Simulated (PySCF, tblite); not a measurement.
# C6H7O2 radical: geometry, infrared bands and EPR parameters

Aim: predict the infrared bands and EPR parameters of C6H7O2 radical (`C=C1C[CH][C@@H]1C(=O)O`).

The runs use tblite 0.8.0 and PySCF 2.14.0, with density-fitted response routines of our own; the level of theory stands in each step. All values are computed, except where a source is named. Atoms count from 0, in the outputs and in this text.

## Step 1: The starting structure

15 atoms, charge 0, multiplicity 2; geometry from: force field or distance geometry start.

Bonds of the start (Å): C0–C1 1.32, C1–C2 1.51, C2–C3 1.47, C3–C4 1.47, C4–C5 1.57, C5–O6 1.22, C5–O7 1.37, C4–C1 1.51, C0–H8 1.08, C0–H9 1.10, C2–H10 1.11, C2–H11 1.09, C3–H12 1.09, C4–H13 1.11, O7–H14 0.97.

## Step 2: Relaxing the molecule with GFN2-xTB

Job settings and geometry (Å):

```
{"job": {"kind": "relax", "xc": "GFN2-xTB", "basis": "xTB"}, "charge": 0, "multiplicity": 2}
C     -1.534100     1.450300     0.303500
C     -0.920200     0.306500     0.038300
C     -1.295100    -1.153500     0.166800
C     -0.010700    -1.466200    -0.469200
C      0.451800    -0.067200    -0.480600
C      1.617700     0.216300     0.527100
O      1.784900    -0.187900     1.671200
O      2.590300     1.035500     0.020800
H     -1.044400     2.400200     0.132000
H     -2.560200     1.451700     0.695800
H     -2.162500    -1.477400    -0.438000
H     -1.409400    -1.552300     1.179100
H      0.593300    -2.337700    -0.234700
H      0.674100     0.270900    -1.510200
H      3.220400     1.118800     0.757300
```

Run with:

```
> OMP_NUM_THREADS=1 python probes_run.py task.json out
```

The driver reads the jobs from task.json and runs them one after another.

Standard output:

```text
step      E/eV     max force
  0    -664.45232    2.158
  1    -664.55728    1.678
  2    -664.61707    0.864
  3    -664.67768    0.623
  4    -664.71607    0.580
  5    -664.72607    0.272
  6    -664.73283    0.305
  7    -664.74001    0.258
  8    -664.74802    0.192
  9    -664.75029    0.099
 10    -664.75212    0.109
 11    -664.75355    0.107
 12    -664.75473    0.070
 13    -664.75547    0.062
 14    -664.75608    0.086
 15    -664.75674    0.105
 16    -664.75752    0.094
 17    -664.75829    0.070
 18    -664.75899    0.068
 19    -664.75966    0.082
 20    -664.76039    0.093
 21    -664.76112    0.082
 22    -664.76172    0.077
 23    -664.76215    0.052
 24    -664.76249    0.045
 25    -664.76281    0.047
 26    -664.76308    0.041
 27    -664.76328    0.034
 28    -664.76343    0.033
 29    -664.76356    0.028
 30    -664.76366    0.022
 31    -664.76372    0.015
 32    -664.76376    0.017
 33    -664.76380    0.019
 34    -664.76383    0.014
 35    -664.76386    0.012
 36    -664.76389    0.012
 37    -664.76391    0.014
 38    -664.76393    0.016
 39    -664.76396    0.014
 40    -664.76399    0.015
 41    -664.76403    0.019
 42    -664.76407    0.016
 43    -664.76410    0.014
 44    -664.76412    0.011
 45    -664.76414    0.011
 46    -664.76416    0.011
 47    -664.76417    0.012
 48    -664.76419    0.013
 49    -664.76421    0.011
 50    -664.76422    0.008
```

It took 0.28 s on 1 thread of Arm Neoverse V1, shared host.

The steps of the relaxation: (not every step is listed)

```tsv
step	energy from step 0 (eV)	largest force (eV/Å)
0	0.0000	2.1582
1	-0.1050	1.6777
2	-0.1648	0.8641
3	-0.2254	0.6230
4	-0.2637	0.5801
5	-0.2738	0.2723
6	-0.2805	0.3050
7	-0.2877	0.2583
8	-0.2957	0.1920
11	-0.3012	0.1071
14	-0.3038	0.0863
17	-0.3060	0.0700
20	-0.3081	0.0934
23	-0.3098	0.0522
26	-0.3108	0.0413
29	-0.3112	0.0276
32	-0.3114	0.0170
35	-0.3115	0.0120
38	-0.3116	0.0161
41	-0.3117	0.0193
44	-0.3118	0.0112
45	-0.3118	0.0107
46	-0.3118	0.0112
47	-0.3119	0.0116
48	-0.3119	0.0135
49	-0.3119	0.0112
50	-0.3119	0.0079
```

Distances of close pairs at the start and the end, largest changes first:

```tsv
bond	before (Å)	after (Å)	change (Å)
C4–C5	1.567	1.515	-0.052
C5–O7	1.369	1.340	-0.029
C5–O6	1.225	1.201	-0.024
C0–H9	1.099	1.077	-0.021
C2–C3	1.467	1.488	+0.021
C3–C4	1.474	1.494	+0.021
C3–H12	1.086	1.071	-0.015
C4–H13	1.106	1.094	-0.012
```

The final coordinates are the input of the step that follows.

## Step 3: Vibrational analysis with GFN2-xTB

Job settings and geometry (Å):

```
{"job": {"kind": "ir", "xc": "GFN2-xTB", "basis": "xTB"}, "charge": 0, "multiplicity": 2}
C     -1.493779     1.423087     0.313990
C     -0.904306     0.275216     0.065282
C     -1.305708    -1.175550     0.163272
C      0.026934    -1.510623    -0.407235
C      0.484371    -0.088668    -0.440885
C      1.580912     0.245709     0.549444
O      1.620881    -0.106093     1.696674
O      2.538961     0.995677    -0.012239
H     -0.990856     2.363875     0.164418
H     -2.506237     1.465887     0.679325
H     -2.177679    -1.463955    -0.431683
H     -1.477807    -1.528488     1.186067
H      0.595413    -2.418066    -0.389857
H      0.770893     0.328489    -1.411189
H      3.233592     1.201492     0.633942
```

Standard output:

```text
mode    cm-1     km/mol
  1     -24.2      3.69
  2      73.4      1.84
  3     125.4      1.29
  4     213.3      2.29
  5     326.4      0.59
  6     369.4     11.67
  7     386.4     15.20
  8     433.0      9.57
  9     589.4     33.48
 10     606.3     91.35
 11     673.7     53.72
 12     714.5     50.71
 13     726.0     40.69
 14     848.9      4.88
 15     892.4     19.25
 16     919.4      3.11
 17     924.5      8.01
 18     943.5      5.45
 19    1003.3      4.71
 20    1018.1      1.01
 21    1083.0      8.44
 22    1100.3    383.92
 23    1142.2      6.49
 24    1167.1     18.32
 25    1179.6     13.19
 26    1225.4     35.17
 27    1233.3    211.27
 28    1243.9     20.06
 29    1401.0      0.97
 30    1411.2      9.24
 31    1781.4    217.64
 32    1788.0    245.40
 33    2886.4     14.17
 34    2915.6     14.26
 35    2929.6     32.01
 36    3098.3     12.56
 37    3123.7     26.28
 38    3155.5     39.76
 39    3435.0     28.24
```

It took 0.42 s on 1 thread of Arm Neoverse V1, shared host.

The strongest bands and the atoms that carry them (share of the mass-weighted mode):

```tsv
cm⁻¹	km/mol	atoms
606	91.3	H14 62 %, C5 16 %
674	53.7	H14 17 %, H9 13 %, H8 13 %, C5 11 %
714	50.7	C5 23 %, H9 15 %, C0 11 %, H8 11 %
726	40.7	C5 35 %, C3 15 %
1100	383.9	O7 38 %, C5 25 %, H14 14 %, H13 11 %
1233	211.3	C5 31 %, C4 20 %, H14 15 %, H13 15 %
1781	217.6	C1 36 %, C5 25 %, C0 21 %, O6 14 %
1788	245.4	C5 37 %, C1 25 %, O6 21 %, C0 14 %
```

## Step 4: g tensor and hyperfine couplings: B3LYP/pcH-1

Settings changed since step 3:

```diff
@@ -1,2 +1,2 @@
-{"job": {"kind": "ir", "xc": "GFN2-xTB", "basis": "xTB"}, "charge": 0, "multiplicity": 2}
+{"job": {"kind": "epr", "basis": "pcH-1"}, "charge": 0, "multiplicity": 2}
 C     -1.493779     1.423087     0.313990
```

Level: UKS B3LYP, pcH-1 on C H O, non-relativistic, mean-field spin-orbit, GIAO.

Standard output:

```text
UKS, coarse grid
  cycle   1  E = -383.02664044  |g| = 7.30e-01
  cycle   2  E = -382.57152787  |g| = 1.34e+00
  cycle   3  E = -383.19919979  |g| = 2.62e-01
  cycle   4  E = -383.22360358  |g| = 7.64e-02
  cycle   5  E = -383.22527858  |g| = 2.50e-02
  cycle   6  E = -383.22556092  |g| = 5.64e-03
  cycle   7  E = -383.22557413  |g| = 2.98e-03
  cycle   8  E = -383.22557834  |g| = 1.36e-03
  cycle   9  E = -383.22557981  |g| = 4.52e-04
UKS, final grid
  cycle   1  E = -383.22558189  |g| = 6.79e-04
  cycle   2  E = -383.22558142  |g| = 1.29e-03
  cycle   3  E = -383.22558210  |g| = 1.59e-04
  cycle   4  E = -383.22558212  |g| = 4.77e-05
  cycle   5  E = -383.22558212  |g| = 4.71e-05
  cycle   6  E = -383.22558212  |g| = 1.25e-05
E = -383.22558212 Eh   <S^2> = 0.7543 (exact 0.7500)
g shifts (ppm)      1          2          3
  rmc          -145       -145       -145
  gc              5         15         28
  oz_so          16        672        808
  total        -124        542        692
hyperfine (MHz)  atom isotope    a_iso     a_fc   dipolar eigenvalues
    0   13C      -1.86      -1.86     -2.68      0.64      2.04
    1   13C       7.12       7.12     -2.18      0.08      2.11
    2   13C     -32.62     -32.62     -3.32      0.26      3.06
    3   13C     127.67     127.67    -81.09    -79.74    160.83
    4   13C     -28.88     -28.88     -2.37     -0.35      2.72
    5   13C      69.01      69.01     -4.59     -3.33      7.93
    6   17O      -0.49      -0.49     -2.81      1.23      1.58
    7   17O      -3.44      -3.44     -1.48      0.34      1.14
    8    1H       1.02       1.02     -1.17     -1.08      2.25
    9    1H       0.99       0.99     -1.18     -1.08      2.26
   10    1H     116.38     116.38     -5.10     -4.45      9.55
   11    1H     119.19     119.19     -4.80     -2.95      7.75
   12    1H     -54.35     -54.35    -37.82     -1.40     39.22
   13    1H     101.78     101.78     -5.10     -4.01      9.11
   14    1H       2.14       2.14     -1.28     -0.87      2.15
```

Wall time 75 s (1 thread of Arm Neoverse V1, shared host); peak memory 0.97 GiB.

Principal g values 2.00220, 2.00286, 2.00301; g(iso) = 2.00269, against 2.00232 for a free electron.

Hyperfine couplings, nucleus by nucleus at this fixed geometry (no averaging over rotations):

```tsv
nuclei	isotope	a(iso) (MHz)	a(iso) (G, at g = 2.0023)	largest dipolar term (MHz)
C3	13C	127.7	45.6	160.8
H11	1H	119.2	42.5	7.7
H10	1H	116.4	41.5	9.6
H13	1H	101.8	36.3	9.1
C5	13C	69.0	24.6	7.9
H12	1H	-54.3	-19.4	39.2
C2	13C	-32.6	-11.6	-3.3
C4	13C	-28.9	-10.3	2.7
C1	13C	7.1	2.5	-2.2
O7	17O	-3.4	-1.2	-1.5
H14	1H	2.1	0.8	2.2
C0	13C	-1.9	-0.7	-2.7
H8	1H	1.0	0.4	2.3
H9	1H	1.0	0.4	2.3
```

Mulliken spin populations:

C0 -0.02; C1 0.02; C2 -0.09; C3 1.01; C4 -0.07; C5 0.03; O6 0.01; O7 0.00; H8 0.00; H9 0.00; H10 0.05; H11 0.05; H12 -0.03; H13 0.04; H14 0.00

In first order the couplings over 0.8 MHz of 1H give 96 distinct lines over 141.3 G.

Orbitals, density, ELF and potential are computed afterwards from the orbital file.

ELF in a plane through or near 8 of the atoms.

Ten even steps from '0' (0.00) to '9' (0.99):
```
0000000000000000000000000000
0000000000000000000000000000
0000000000000000000000000000
0000000000001686100000000000
0000000000007999626860000000
0000000000006999779992000000
0000000110000586759993000000
0000023563000047556630000000
0000477775221256761000000000
0000589577486781273000000000
0000146774397444885674000000
0000001224555755475998200000
0000000001113747946997100000
0000000000005876632452000000
0000000000039998200000000000
0000000000059998200000000000
0000000000017995000000000000
0000000000000000000000000000
0000000000000000000000000000
0000000000000000000000000000
```
The map spans 12.1 Å across and 10.3 Å up, centred on the molecule. Atoms in the plane (x, y in Å): C0 (1.1, 1.7), C1 (0.8, 0.5), C2 (1.5, -0.8), C3 (0.3, -1.5), O7 (-2.7, 0.3), H8 (0.4, 2.5), H10 (2.5, -1.0), H12 (0.0, -2.5).

log10 of the density (e/Å³) in the same plane.

Values, 10 rows by 14 columns:
```
-4.0 -4.0 -4.0 -4.0 -4.0 -4.0 -4.0 -4.0 -4.0 -4.0 -4.0 -4.0 -4.0 -4.0
-4.0 -4.0 -4.0 -4.0 -4.0 -4.0 -3.3 -2.7 -2.7 -3.1 -3.6 -4.0 -4.0 -4.0
-4.0 -4.0 -4.0 -4.0 -4.0 -3.3 -1.8 -0.6 -0.8 -1.1 -1.8 -3.4 -4.0 -4.0
-4.0 -4.0 -3.1 -2.1 -1.8 -2.3 -1.6 -0.2  1.2  0.1 -1.1 -3.0 -4.0 -4.0
-4.0 -3.4 -1.6 -0.3  0.1 -0.7 -1.0 -0.2  0.3 -0.8 -1.9 -3.3 -4.0 -4.0
-4.0 -3.6 -1.8 -0.5  0.1  0.4  0.1 -0.1  0.2 -0.1 -1.0 -2.4 -3.9 -4.0
-4.0 -4.0 -3.3 -2.1 -1.5 -1.1 -0.6  0.1  0.2  0.0 -0.6 -2.3 -3.8 -4.0
-4.0 -4.0 -4.0 -4.0 -3.3 -2.3 -0.8  0.0 -1.0 -1.8 -2.3 -3.3 -4.0 -4.0
-4.0 -4.0 -4.0 -4.0 -4.0 -3.1 -1.9 -1.5 -2.3 -3.2 -4.0 -4.0 -4.0 -4.0
-4.0 -4.0 -4.0 -4.0 -4.0 -4.0 -3.7 -3.5 -3.9 -4.0 -4.0 -4.0 -4.0 -4.0
```
The map spans 12.1 Å across and 10.3 Å up, centred on the molecule. Atoms in the plane (x, y in Å): C0 (1.1, 1.7), C1 (0.8, 0.5), C2 (1.5, -0.8), C3 (0.3, -1.5), O7 (-2.7, 0.3), H8 (0.4, 2.5), H10 (2.5, -1.0), H12 (0.0, -2.5).

On the surface of density 0.002 e/bohr³ the electrostatic potential runs, from the 1st to the 99th percentile, from -1.65 V near O6 to 2.46 V near H14.

The spin density lies nearest to C3 65 %; H12 9 %.

## Step 5: What came out

| quantity | value |
| --- | --- |
| strongest single infrared mode (GFN2-xTB) | 1100 cm⁻¹, 384 km/mol |
| zero-point energy (GFN2-xTB) | 70.2 kcal/mol |
| g(iso) (B3LYP) | 2.00269 |
| ⟨S²⟩ | 0.754 (exact 0.75) |
| largest a(iso) | 13C on C3, 127.7 MHz |
| surface potential, 1st and 99th percentile | -1.65 V and 2.46 V |

Over 50 steps the energy fell by 0.312 eV; of the close pairs, C4–C5 changed most, 1.567 to 1.515 Å. The lowest mode is imaginary (24i cm⁻¹), so the xTB geometry is not a minimum. The strongest single mode, at 1100 cm⁻¹, is carried by O7, C5, H14, H13. GFN2-xTB is a fitted tight-binding method: band positions and strengths are rough. Its intensities can rank the bands wrongly. Most of the unpaired spin sits on C3 (1.01 e). The isotropic g lies 0.4 ppt above the free-electron value.
